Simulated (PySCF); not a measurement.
# C4H5NO3Si: electronic excitations

Aim: predict the electronic excitations of C4H5NO3Si (`N#C[C@]([SiH3])(C=O)OC=O`).

Computed with PySCF 2.14.0, with density-fitted response routines of our own, on a single molecule in the gas phase. Atoms are numbered from 0 throughout.

**1. Starting geometry**

14 atoms, charge 0, multiplicity 1; geometry from: GFN2-xTB.

Bonds of the start (Å): N0–C1 1.14, C1–C2 1.43, C2–Si3 2.01, C2–C4 1.48, C4–O5 1.20, C2–O6 1.43, O6–C7 1.29, C7–O8 1.21, Si3–H9 1.45, Si3–H10 1.48, Si3–H11 1.46, C4–H12 1.10, C7–H13 1.10.

**2. Excited states and response: PBE0/def2-SVPD**

What the job is given:

```
{"job": {"kind": "uv", "xc": "PBE0", "basis": "def2-SVPD", "nstates": 8, "ntriplets": 3}, "charge": 0, "multiplicity": 1}
N     -0.510404    -2.023706     2.289244
C     -0.308382    -1.413760     1.343035
C     -0.072230    -0.629110     0.175852
Si    -0.477443     1.288878     0.600095
C     -1.014643    -0.895268    -0.939452
O     -0.701979    -0.874769    -2.097882
O      1.278162    -0.801469    -0.272038
C      1.809682     0.239113    -0.828149
O      1.330502     1.348772    -0.832657
H     -1.007278     1.996513    -0.550785
H     -1.633030     1.045405     1.492262
H      0.579401     1.766137     1.479025
H     -2.053238    -1.049640    -0.597604
H      2.780201     0.002431    -1.283110
```

Level: TDDFT PBE0/def2-SVPD, vertical, gas phase, core orbitals frozen in the response.

Launch:

```bash
$ OMP_NUM_THREADS=1 python probes_run.py task.json out
```

The driver reads the jobs from task.json and runs them one after another.

Log:

```text
coarse grid: 13392 points
cycle   1  E = -723.9286395035  dE =  1.706e+00  |g| = 1.114e+00  |ddm| = 5.909e+00
cycle   2  E = -722.8484594467  dE =  1.080e+00  |g| = 2.567e+00  |ddm| = 5.774e+00
cycle   3  E = -724.1698301155  dE = -1.321e+00  |g| = 2.744e-01  |ddm| = 4.555e+00
cycle   4  E = -724.1810200161  dE = -1.119e-02  |g| = 1.413e-01  |ddm| = 6.477e-01
cycle   5  E = -724.1845301233  dE = -3.510e-03  |g| = 4.227e-02  |ddm| = 2.092e-01
cycle   6  E = -724.1848887502  dE = -3.586e-04  |g| = 1.358e-02  |ddm| = 8.640e-02
cycle   7  E = -724.1849260661  dE = -3.732e-05  |g| = 3.469e-03  |ddm| = 2.442e-02
cycle   8  E = -724.1849284529  dE = -2.387e-06  |g| = 1.128e-03  |ddm| = 7.466e-03
final grid: 128240 points
cycle   9  E = -724.2961896354  dE = -7.934e-07  |g| = 1.476e-02  |ddm| = 1.305e-01
cycle  10  E = -724.2960815944  dE =  1.080e-04  |g| = 2.801e-02  |ddm| = 5.970e-02
cycle  11  E = -724.2962282974  dE = -1.467e-04  |g| = 3.120e-03  |ddm| = 3.942e-02
cycle  12  E = -724.2962301244  dE = -1.827e-06  |g| = 4.704e-04  |ddm| = 4.474e-03
cycle  13  E = -724.2962301620  dE = -3.758e-08  |g| = 2.524e-04  |ddm| = 9.377e-04
cycle  14  E = -724.2962301750  dE = -1.295e-08  |g| = 5.962e-05  |ddm| = 4.375e-04
cycle  15  E = -724.2962301757  dE = -7.776e-10  |g| = 1.417e-05  |ddm| = 1.500e-04
converged SCF energy = -724.2962301757

Static polarisability (au): isotropic 85.136, principal 76.116 81.718 97.573

Singlet excitations
state   eV       nm        f      main configurations
  1   4.4259    280.1   0.00184   H->L 0.85
  2   5.7505    215.6   0.00349   H->L+1 0.38, H-1->L 0.31, H-1->L+1 0.20
  3   6.0187    206.0   0.01342   H-1->L 0.55, H-1->L+1 0.24, H->L+1 0.11
  4   6.1250    202.4   0.00760   H->L+1 0.44, H-1->L+1 0.41
  5   6.2703    197.7   0.00514   H->L+2 0.83
  6   6.5330    189.8   0.06201   H-2->L 0.81
  7   7.0130    176.8   0.00672   H->L+3 0.42, H-2->L+1 0.31, H-2->L+2 0.12
  8   7.0633    175.5   0.00813   H-2->L+1 0.52, H->L+3 0.24

Triplet excitations (Tamm-Dancoff, eV): 3.8135 5.3023 5.4214
```

Wall time 100 s (1 thread of Arm Neoverse N1, shared host); peak memory 0.92 GiB.

Frontier orbitals and where they lie:

```
orbital      eV                        atoms
 HOMO−3  -10.39   O8 18 %, Si3 16 %, N0 13 %
 HOMO−2   -9.60    N0 20 %, O5 17 %, C1 13 %
 HOMO−1   -8.99  O8 24 %, Si3 22 %, H10 19 %
   HOMO   -8.44    O5 43 %, C2 13 %, C4 12 %
   LUMO   -1.87     C4 37 %, O5 31 %, C2 9 %
 LUMO+1   -1.28    C7 40 %, O8 27 %, O6 16 %
 LUMO+2   -0.68    N0 30 %, C1 25 %, C2 15 %
```

With each of the 8 states as a Gaussian band of 0.4 eV half-width at 1/e, the curve within the window shown has maxima at 280 nm (ε 74), 191 nm (ε 3,000) L/(mol cm). Beyond the last state computed it falls off for lack of states. The curve at chosen wavelengths:

(nm, ε (L/mol/cm)): (168, 348), (174, 898), (180, 1757), (187, 2826), (193, 2925), (199, 2317), (205, 1608), (211, 1031), (218, 536), (224, 265), (230, 116), (236, 45), (242, 19), (249, 15), (255, 25), (261, 40), (267, 56), (273, 69), (280, 74), (286, 70), (292, 60), (298, 47), (304, 34), (311, 22), (317, 14), (323, 8)

Leading natural transition orbitals of singlet state 6: the hole lies on N0 26 %; C1, C2 about 12 % each; O6 10 %; the particle on C4 38 %; O5 28 %; H12 11 %.

Leading natural transition orbitals of singlet state 1: the hole lies on O5 65 %; H12 12 %; C2 10 %; the particle on C4 42 %; O5 30 %; H12 10 %.

Further results of this job:

```
           property  computed
  dipole moment (D)      2.13
polarisability (Å³)     12.62
 HOMO–LUMO gap (eV)      6.57
      −ε(HOMO) (eV)      8.44
```

Orbitals, density, ELF and potential are computed afterwards from the orbital file.

Frontier orbitals at PBE0/def2-SVPD, with the share of their density that lies nearest to each atom:

```
orbital  energy (eV)                     lies on
   HOMO        -8.44   O5 46 %; C2 14 %; H12 9 %
   LUMO        -1.87  C4 37 %; O5 28 %; H12 11 %
```

ELF in a plane through or near 4 of the atoms.

Ten even steps from '0' (0.00) to '9' (1.00):
```
0000000000000000000000000000
0000000000000000000000000000
0000000000012210000000000000
0000000000179971000000000000
0000000000699996101100000000
0000000000399997224520000000
0000000110069995235410000000
0000001233014752111000000000
0000000134100121000000000000
0000012355310255445421000000
0000589973665448846743100000
0001999984734638714754200000
0000999951757616757744200000
0000399601798401356433100000
0000000000454100011210000000
0000000000010000000000000000
0000000000000000000000000000
0000000000000000000000000000
0000000000000000000000000000
0000000000000000000000000000
```
The map spans 10.9 Å across and 9.5 Å up, centred on the molecule. Atoms in the plane (x, y in Å): C1 (1.4, -0.7), O6 (-0.9, -1.0), H11 (-0.3, 2.2), H13 (-2.9, -0.8).

On the surface of density 0.002 e/bohr³ the electrostatic potential runs, from the 1st to the 99th percentile, from -1.40 V near N0 to 1.84 V near H13.

**3. What came out**

```
                                quantity                        value
         lowest singlet (PBE0/def2-SVPD)  4.43 eV (280 nm), f = 0.002
brightest single state of those computed  state 6, 6.53 eV, f = 0.062
                          lowest triplet                      3.81 eV
   surface potential, 1st and 99th percentile           -1.40 V and 1.84 V
```

The lowest singlet, at 4.43 eV, is HOMO→LUMO 0.85 and is weak; of the 8 states computed, the strongest absorption comes from state 6 at 6.53 eV. The lowest triplet lies 0.61 eV below the lowest singlet (triplets in Tamm-Dancoff, singlets in full TDDFT). At PBE0/def2-SVPD, counted by nearest atom on the grid, the HOMO lies on O5 46 %; C2 14 %, the LUMO on C4 37 %; O5 28 %.
